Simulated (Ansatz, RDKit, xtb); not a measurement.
**C4H7F2N: which of the isomers drawn lies lowest?**

Which of a sample of isomers of C4H7F2N is the most stable in the gas at 298.15 K, and what are its properties? The sample is small against all isomers, and the most stable one of this formula need not be in it.

The funnel: GFN2-xTB relaxations, single points with a density functional, relaxations at PBE-D3(BJ)/def2-SVP, harmonic vibrations (at GFN2-xTB), and a last energy at a higher level. All values are calculated.

## Step 1: Candidates

Isomers were taken from a list of plausible structures; this is a sample, not all of them. That gives 14 candidates.

```csv
label,SMILES,spin
c014,NC/C(F)=C/CF,singlet
c017,FC[C@@H]1NC[C@@H]1F,singlet
c138,C=CC(F)(F)CN,singlet
c158,C[C@H](C=N)C(F)F,singlet
c169,N[C@@H]1[C@H](F)C[C@@H]1F,singlet
c177,FC(F)C1CNC1,singlet
c339,FC(F)CN1CC1,singlet
c462,CC(=N)CC(F)F,singlet
c534,N[C@@H]1CCC1(F)F,singlet
c653,NCCC=C(F)F,singlet
c673,CN(C)C=C(F)F,singlet
c897,NC/C=C(/F)CF,singlet
c911,FC(F)[C@@H]1CCN1,singlet
c994,FC(F)C[C@@H]1CN1,singlet
```

Candidates are built by distance geometry, with a force field where one applies, in up to four conformers (letters a to d).

Q: Predict the outcome of this search (final energies at CCSD(T)/def2-SVP + MP2/def2-TZVPP - MP2/def2-SVP).

| quantity | value |
| --- | --- |
| lowest structure found | CC(=N)CC(F)F, singlet |
| next finalist | N[C@@H]1CCC1(F)F, singlet, 12.1 kcal/mol higher in G |
| share at equilibrium, among the finalists | 100.0 % |

The search ends on `CC(=N)CC(F)F`. Among the finalists first place is clear (12.1 kcal/mol); structures outside the list aren't covered. r2SCAN-D4/def2-SVP, PBE-D3(BJ)/def2-SVP, HF/def2-SVP and MP2/def2-SVP already put its bonding pattern lowest among the structures in one piece; GFN2-xTB and HF/STO-3G favour the singlet N[C@@H]1CCC1(F)F. 31 minima inside the window were never screened. Lowest found is not proven lowest: the search is finite, and each finalist counts with one conformer. Only 14 drawn patterns were tried, so whole families of isomers are missing, and the result ranks this sample alone.
